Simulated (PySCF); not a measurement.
# C₉H₈ClN: NMR shifts in solvents

Aim: compute the NMR shifts of C₉H₈ClN (`C=C(Cl)/C=N/c1ccccc1`), and see what a dielectric continuum does where one was used.

Computed with PySCF 2.14.0, with density-fitted response routines of our own, on a single molecule, in the gas phase or a continuum. Atoms are numbered from 0 throughout.

### Step 1. The starting structure

19 atoms, charge 0, multiplicity 1; geometry from: GFN2-xTB. The atoms were then displaced at random by about 0.01 Å, so the start is not that level's minimum.

Bonds of the start (Å): C0–C1 1.36, C1–Cl2 1.72, C1–C3 1.41, C3–N4 1.28, N4–C5 1.37, C5–C6 1.40, C6–C7 1.37, C7–C8 1.40, C8–C9 1.38, C9–C10 1.37, C10–C5 1.39, C0–H11 1.06, C0–H12 1.03, C3–H13 1.10, C6–H14 1.08, C7–H15 1.08, C8–H16 1.08, C9–H17 1.09, C10–H18 1.08.

### Step 2. Relaxing the molecule at PBE0-D3(BJ)/def2-SVP

Job settings and geometry (Å):

```
{"job": {"xc": "PBE0", "basis": "def2-SVP", "d3": "d3bj", "grid": 1, "shake": 0.01, "kind": "geom"}, "charge": 0, "multiplicity": 1}
C      4.076820    -0.526700    -0.881560
C      3.099680     0.136720    -0.211080
Cl     3.489070     1.324350     0.968670
C      1.720290    -0.093890    -0.402270
N      0.814090     0.534150     0.251220
C     -0.540340     0.311860     0.169970
C     -1.065470    -0.983280     0.123320
C     -2.429290    -1.154310     0.109430
C     -3.294000    -0.058830     0.154140
C     -2.765930     1.214350     0.196280
C     -1.405930     1.403310     0.230540
H      3.806200    -1.241370    -1.616260
H      5.072260    -0.297440    -0.729840
H      1.427300    -0.841340    -1.158430
H     -0.414260    -1.843920     0.131610
H     -2.854060    -2.145620     0.096840
H     -4.360230    -0.196830     0.118390
H     -3.433090     2.076780     0.216830
H     -0.973830     2.389060     0.268110
```

Started as:

```sh
$ OMP_NUM_THREADS=1 python probes_run.py task.json out
```

One launch serves the whole session: the jobs run in the order shown.

The program printed:

```text
step   0  E = -861.63575292  max force = 0.056081
step   1  E = -861.64413702  max force = 0.015672
step   2  E = -861.64441810  max force = 0.006215
step   3  E = -861.64478690  max force = 0.005351
step   4  E = -861.64483352  max force = 0.002623
step   5  E = -861.64498296  max force = 0.000759
step   6  E = -861.64500572  max force = 0.000758
step   7  E = -861.64501889  max force = 0.000560
step   8  E = -861.64501602  max force = 0.000713
step   9  E = -861.64502495  max force = 0.000139
optimisation converged
```

Wall time 3.6 min (1 thread of Arm Neoverse V1, shared host); peak memory 0.88 GiB.

Relaxation path:

```tsv
step	energy from step 0 (eV)	largest force component (eV/Å)
0	0.0000	2.8838
1	-0.2281	0.8059
2	-0.2358	0.3196
3	-0.2458	0.2752
4	-0.2471	0.1349
5	-0.2512	0.0390
6	-0.2518	0.0390
7	-0.2521	0.0288
8	-0.2521	0.0367
9	-0.2523	0.0071
```

Close pairs (by a distance rule), those that changed most:

```tsv
bond	before (Å)	after (Å)	change (Å)
C0–H12	1.033	1.091	+0.058
C1–C3	1.412	1.464	+0.053
C0–H11	1.060	1.093	+0.033
N4–C5	1.375	1.394	+0.019
C0–C1	1.358	1.341	-0.018
C6–C7	1.375	1.392	+0.017
C8–C9	1.379	1.396	+0.017
C9–C10	1.373	1.390	+0.017
```

The final coordinates are the input of the step that follows.

```tsv
at the end point	value
point group (found at 0.08 Å tolerance)	C1
rotational constants (GHz, main isotopes)	2.775, 0.421, 0.378
dipole moment (D)	2.51
```

### Step 3. NMR shieldings: PBE0/pcSseg-1 in chloroform

Job settings and geometry (Å):

```
{"job": {"kind": "nmr", "xc": "PBE0", "basis": "pcSseg-1", "solvent": "chloroform", "pop": true}, "charge": 0, "multiplicity": 1}
C      4.005390    -0.468828    -1.000891
C      3.129324     0.214030    -0.250378
Cl     3.653439     1.407162     0.880300
C      1.686091    -0.015641    -0.343305
N      0.837538     0.631123     0.345933
C     -0.521669     0.333132     0.261908
C     -1.014400    -0.978745     0.164917
C     -2.385706    -1.208915     0.099973
C     -3.282332    -0.141301     0.123754
C     -2.798465     1.163434     0.233886
C     -1.431324     1.399868     0.321139
H      3.642248    -1.218242    -1.708187
H      5.079812    -0.297423    -0.926037
H      1.395506    -0.792160    -1.077257
H     -0.317026    -1.819763     0.177291
H     -2.757879    -2.234538     0.038148
H     -4.357587    -0.326417     0.072239
H     -3.495524     2.004284     0.265245
H     -1.033936     2.411241     0.425531
```

Level: GIAO PBE0/pcSseg-1 NMR shielding, non-relativistic, IEF-PCM chloroform.

The program printed:

```text
coarse grid: 17424 points
cycle   1  E = -861.8810198573  dE =  1.815e+00  |g| = 4.275e-01  |ddm| = 4.417e+00
cycle   2  E = -861.8531975916  dE =  2.782e-02  |g| = 5.675e-01  |ddm| = 1.054e+00
cycle   3  E = -861.9289325112  dE = -7.573e-02  |g| = 1.031e-01  |ddm| = 5.717e-01
cycle   4  E = -861.9311460168  dE = -2.214e-03  |g| = 4.124e-02  |ddm| = 1.150e-01
cycle   5  E = -861.9314778346  dE = -3.318e-04  |g| = 1.570e-02  |ddm| = 4.843e-02
cycle   6  E = -861.9315405762  dE = -6.274e-05  |g| = 4.262e-03  |ddm| = 2.049e-02
cycle   7  E = -861.9315447359  dE = -4.160e-06  |g| = 1.411e-03  |ddm| = 4.966e-03
final grid: 166592 points
cycle   8  E = -861.9949652426  dE = -4.834e-05  |g| = 8.010e-03  |ddm| = 5.272e-02
cycle   9  E = -861.9949626860  dE =  2.557e-06  |g| = 8.677e-03  |ddm| = 1.838e-02
cycle  10  E = -861.9949810096  dE = -1.832e-05  |g| = 2.027e-03  |ddm| = 9.910e-03
cycle  11  E = -861.9949819050  dE = -8.954e-07  |g| = 4.834e-04  |ddm| = 1.947e-03
cycle  12  E = -861.9949819553  dE = -5.029e-08  |g| = 1.200e-04  |ddm| = 5.402e-04
cycle  13  E = -861.9949819583  dE = -3.012e-09  |g| = 4.523e-05  |ddm| = 1.426e-04
cycle  14  E = -861.9949819587  dE = -4.361e-10  |g| = 1.561e-05  |ddm| = 5.131e-05
converged SCF energy = -861.9949819587

GIAO shielding tensors (ppm)
atom      isotropic    diamagn.    paramagn.     s11        s22        s33       span
  0 C       46.130     250.961    -204.832    -66.049     54.961    149.477    215.526
  1 C       32.862     258.663    -225.801    -72.409     63.969    107.026    179.436
  2 Cl     747.189    1145.362    -398.173    528.936    729.777    982.854    453.918
  3 C       23.070     257.134    -234.064    -56.129     19.448    105.891    162.020
  4 N     -116.232     333.048    -449.280   -436.243   -119.040    206.587    642.830
  5 C       28.890     255.082    -226.193    -60.202      5.612    141.260    201.462
  6 C       62.834     254.022    -191.189    -30.569     49.839    169.232    199.801
  7 C       49.046     253.588    -204.542    -61.750     34.348    174.540    236.290
  8 C       51.401     254.325    -202.924    -60.037     37.072    177.168    237.205
  9 C       49.402     253.650    -204.248    -61.027     33.719    175.514    236.541
 10 C       52.495     249.500    -197.005    -44.361     37.406    164.439    208.800
 11 H       24.793      30.330      -5.537     21.411     23.701     29.266      7.855
 12 H       24.603      26.892      -2.289     21.190     23.112     29.507      8.318
 13 H       23.371      35.264     -11.893     20.623     22.296     27.195      6.573
 14 H       24.148      33.299      -9.151     20.019     24.103     28.321      8.303
 15 H       23.607      29.674      -6.067     20.156     24.022     26.643      6.487
 16 H       23.712      28.173      -4.462     20.532     24.381     26.221      5.690
 17 H       23.537      28.390      -4.854     20.169     24.141     26.300      6.131
 18 H       23.659      31.060      -7.400     19.797     23.362     27.819      8.021
```

Run time: 53 s. Hardware: 1 thread of Arm Neoverse V1, shared host; peak memory 1.3 GiB.

Shifts follow as δ = σ(reference) − σ, with reference shieldings (ppm) from runs at the same level and on the same kind of geometry: 1H TMS 31.25, 13C TMS 185.2, 15N NH3 267.8. The references are single molecules in the same continuum, so shifts against H2O, NH3, PH3, H3PO4 or CFCl3 are not on the usual liquid scales and can be off by tens of ppm. Atoms listed in one row are averaged.

```tsv
atoms	environment	σ (ppm)	δ (ppm)
C3	C=N carbon	23.1	162.1
C5	aromatic carbon bearing nitrogen	28.9	156.3
C1	fully substituted alkene carbon	32.9	152.3
C0	terminal =CH2 carbon	46.1	139.0
C7, C9	aromatic CH	49.2	135.9
C8	aromatic CH	51.4	133.8
C6, C10	aromatic CH	57.7	127.5
H13	hydrogen on a C=N carbon	23.37	7.88
H15, H17	hydrogen on an aromatic CH	23.57	7.68
H16	hydrogen on an aromatic CH	23.71	7.54
H14, H18	hydrogen on an aromatic CH	23.90	7.34
H12	hydrogen on a terminal =CH2 carbon	24.60	6.64
H11	hydrogen on a terminal =CH2 carbon	24.79	6.45
Cl2	chlorine bonded to C	747	–
N4	imine nitrogen	-116.2	384.0
```

The run also stored atomic charges by several schemes (e):

```tsv
atoms	Mulliken	IAO	Hirshfeld	ESP fit
C0	-0.02	-0.29	-0.08	-0.44
C1	-0.33	-0.02	0.01	-0.02
Cl2	-0.07	-0.03	-0.05	-0.08
C3	0.26	0.03	0.04	0.43
N4	-0.43	-0.27	-0.16	-0.64
C5	0.03	0.09	0.03	0.50
C6, C10	-0.06	-0.17	-0.06	-0.29
C7, C9	-0.09	-0.15	-0.05	-0.16
C8	-0.09	-0.16	-0.05	-0.18
```

Mayer bond orders: C0–C1 1.83, C1–Cl2 1.10, C1–C3 0.99, C3–N4 1.80, N4–C5 1.10, C5–C6 1.33, C6–C7 1.44, C7–C8 1.43, C8–C9 1.42, C9–C10 1.45, C10–C5 1.38.

Ring of atoms C5, C6, C7, C8, C9, C10: NICS(0) -8.3, NICS(1) -10.8, NICS(1)zz -27.3 ppm (means of both faces).

### Step 4. NMR shieldings: PBE0/pcSseg-1 in water

Same as in step 3 but for these lines:

```diff
@@ -1,2 +1,2 @@
-{"job": {"kind": "nmr", "xc": "PBE0", "basis": "pcSseg-1", "solvent": "chloroform", "pop": true}, "charge": 0, "multiplicity": 1}
+{"job": {"kind": "nmr", "xc": "PBE0", "basis": "pcSseg-1", "solvent": "water", "pop": false}, "charge": 0, "multiplicity": 1}
 C      4.005390    -0.468828    -1.000891
```

Level: GIAO PBE0/pcSseg-1 NMR shielding, non-relativistic, IEF-PCM water.

The program printed:

```text
coarse grid: 17424 points
cycle   1  E = -861.8866504083  dE =  1.809e+00  |g| = 4.213e-01  |ddm| = 4.416e+00
cycle   2  E = -861.8633488838  dE =  2.330e-02  |g| = 5.454e-01  |ddm| = 9.945e-01
cycle   3  E = -861.9332171448  dE = -6.987e-02  |g| = 9.596e-02  |ddm| = 5.214e-01
cycle   4  E = -861.9351340780  dE = -1.917e-03  |g| = 3.960e-02  |ddm| = 1.071e-01
cycle   5  E = -861.9354503761  dE = -3.163e-04  |g| = 1.407e-02  |ddm| = 4.359e-02
cycle   6  E = -861.9354994149  dE = -4.904e-05  |g| = 3.795e-03  |ddm| = 1.813e-02
cycle   7  E = -861.9355026687  dE = -3.254e-06  |g| = 1.319e-03  |ddm| = 4.429e-03
final grid: 166592 points
cycle   8  E = -861.9988858528  dE = -4.897e-05  |g| = 7.865e-03  |ddm| = 5.290e-02
cycle   9  E = -861.9988848728  dE =  9.800e-07  |g| = 8.187e-03  |ddm| = 1.753e-02
cycle  10  E = -861.9989011347  dE = -1.626e-05  |g| = 1.809e-03  |ddm| = 9.102e-03
cycle  11  E = -861.9989018236  dE = -6.890e-07  |g| = 4.492e-04  |ddm| = 1.693e-03
cycle  12  E = -861.9989018663  dE = -4.262e-08  |g| = 1.095e-04  |ddm| = 4.789e-04
cycle  13  E = -861.9989018688  dE = -2.497e-09  |g| = 4.047e-05  |ddm| = 1.314e-04
cycle  14  E = -861.9989018691  dE = -3.511e-10  |g| = 1.377e-05  |ddm| = 4.548e-05
converged SCF energy = -861.9989018691

GIAO shielding tensors (ppm)
atom      isotropic    diamagn.    paramagn.     s11        s22        s33       span
  0 C       43.270     250.453    -207.182    -69.616     49.359    150.068    219.684
  1 C       34.502     259.071    -224.568    -70.233     67.626    106.114    176.347
  2 Cl     756.672    1145.484    -388.812    543.048    737.706    989.262    446.214
  3 C       21.284     257.065    -235.781    -57.741     14.719    106.875    164.616
  4 N     -107.904     333.736    -441.641   -416.506   -113.999    206.792    623.298
  5 C       29.059     255.227    -226.168    -60.383      6.295    141.264    201.647
  6 C       62.021     253.716    -191.695    -31.258     47.675    169.646    200.904
  7 C       48.545     253.569    -205.025    -62.276     32.800    175.109    237.385
  8 C       51.192     254.356    -203.164    -60.188     36.005    177.760    237.948
  9 C       49.329     253.496    -204.168    -60.952     32.906    176.032    236.984
 10 C       52.995     249.643    -196.648    -43.679     38.300    164.364    208.043
 11 H       24.549      29.979      -5.431     21.179     23.460     29.007      7.828
 12 H       24.442      26.713      -2.271     20.925     23.009     29.392      8.467
 13 H       23.224      35.025     -11.801     20.357     22.182     27.133      6.776
 14 H       23.996      33.104      -9.108     19.830     23.984     28.175      8.345
 15 H       23.499      29.623      -6.124     20.032     23.946     26.520      6.488
 16 H       23.623      28.177      -4.554     20.425     24.330     26.115      5.690
 17 H       23.460      28.356      -4.896     20.057     24.106     26.218      6.161
 18 H       23.665      31.057      -7.392     19.808     23.371     27.816      8.009
```

Run time: 44 s. Hardware: 1 thread of Arm Neoverse V1, shared host; peak memory 1.3 GiB.

Key values: δ C3 164.2, C5 156.4, C1 151.0, C0 142.2, H13 8.01, H15 7.76 ppm (means over like atoms).

### Step 5. Run by run: NMR shifts

Shifts (ppm) of some atoms, chosen among heavy atoms and hydrogens apart, means over like atoms, with basis size and wall time:

```tsv
run	C3	C1	C0	C7	H12	H11	N4	functions	time
PBE0/pcSseg-1 in chloroform	162.1	152.3	139.0	135.9	6.64	6.45	384.0	234	53 s
PBE0/pcSseg-1 in water	164.2	151.0	142.2	136.6	6.80	6.69	376.5	234	44 s
```

The continuum's effect on the ground state:

```tsv
solvent	ε	polarisation energy (Eh)	μ (D)
chloroform	4.71	-0.0089	3.68
water	78.36	-0.0146	4.23
```

### Step 6. Results

| quantity | value |
| --- | --- |
| point group | C1 |
| rotational constants (main isotopes) | 2.78, 0.42, 0.38 GHz |
| 13C shifts against TMS (PBE0/pcSseg-1, chloroform, means over atoms taken as alike) | 162.1, 156.3, 152.3, 139.0, 135.9, 133.8, 127.5 ppm |
| 1H shifts against TMS (PBE0/pcSseg-1, chloroform, means over atoms taken as alike) | 7.88, 7.68, 7.54, 7.34, 6.64, 6.45 ppm |
| 15N shifts against NH3 (PBE0/pcSseg-1, chloroform) | 384.0 ppm |
| shieldings of Cl (PBE0/pcSseg-1, chloroform) | Cl2 747.2 ppm |
| range of the shift of N4 | 376.5 to 384.0 ppm |

Relaxing lowered the energy by 0.252 eV in 9 steps; the close pair that moved most is C0–H12, from 1.033 to 1.091 Å. No frequency check was run at this level, so the end point may be a saddle. At PBE0/pcSseg-1: The widest tensor belongs to N4: span 643 ppm, with a paramagnetic part of -449 ppm. NICS(1)zz of -27 ppm above the planar ring from C5 marks a diatropic (aromatic) ring current. Among the atoms with a shift in every run: Across the 2 runs the shift of N4 moves most, between 376.5 (PBE0/pcSseg-1 in water) and 384.0 ppm (PBE0/pcSseg-1 in chloroform). The continuum holds electrostatics alone: no hydrogen bonds to the solvent, and the gas-phase geometry is kept.
